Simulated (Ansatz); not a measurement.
ZnPb2N2:

```
CELL_PARAMETERS angstrom
3.67365 0.00000 0.00000
-1.83682 3.18147 0.00000
0.00000 0.00000 9.26716
ATOMIC_POSITIONS crystal
Pb 0.33333 0.66667 0.81307
Pb 0.66667 0.33333 0.18693
Zn 0.00000 0.00000 0.50000
N 0.00000 0.00000 0.30168
N 0.00000 0.00000 0.69832
```

The cell comes from a database or a generator and needn't be the stable form of this composition.

| Quantity | Value |
| --- | --- |
| Program | Ansatz 0.2.0 |
| Task | single point |
| Functional | PBE |
| Potentials or basis | Ansatz PAW |
| Cutoff | 420 eV (not typed: the program's choice for these potentials) |
| k mesh | 8 × 8 × 3 |
| Occupations | fermi-dirac, width 0.05 eV |
| Spin | no spin polarisation |

On this cell: pressure -0.3 GPa; largest force 0.112 eV/Å; band gap on the k mesh 0.69 eV, indirect (least direct gap 1.38 eV).

The same run follows on a disturbed copy (atoms moved at random, drawn with an rms of 0.05 Å):

```xyz
5
Lattice="3.6736 0.0000 0.0000 -1.8368 3.1815 0.0000 0.0000 0.0000 9.2672" Properties=species:S:1:pos:R:3 pbc="T T T"
Pb    0.0112    2.0700    7.5560
Pb    1.8187    1.1182    1.7445
Zn   -0.0514   -0.0264    4.6137
N    -0.0222   -0.0167    2.8169
N     0.0248    0.0184    6.4042
```

Problem. What does the disturbed cell give?

Solution. The energy moves by +15.6 meV/atom; pressure 0.1 GPa; largest force 1.270 eV/Å; band gap on the k mesh 0.71 eV, indirect (least direct gap 1.14 eV).

Forces in eV/Å, atoms in the order of the input:
```
Pb   0.018  0.245 -0.701
Pb  -0.019 -0.350  0.057
Zn   0.126  0.074  0.070
N   -0.043  0.290 -0.666
N   -0.082 -0.260  1.240
```

Stress tensor (GPa, compression positive):
```
-1.14 -0.06  0.13
-0.06 -0.57  0.94
 0.13  0.94  2.08
```

Caveats: odd divisions of the mesh miss points on the zone boundary, where band edges often lie, so the gap on the mesh can be too wide; spin-orbit coupling is left out, which as a rule narrows the gap of such compounds by several tenths of an eV.

A k mesh can miss the band edges.
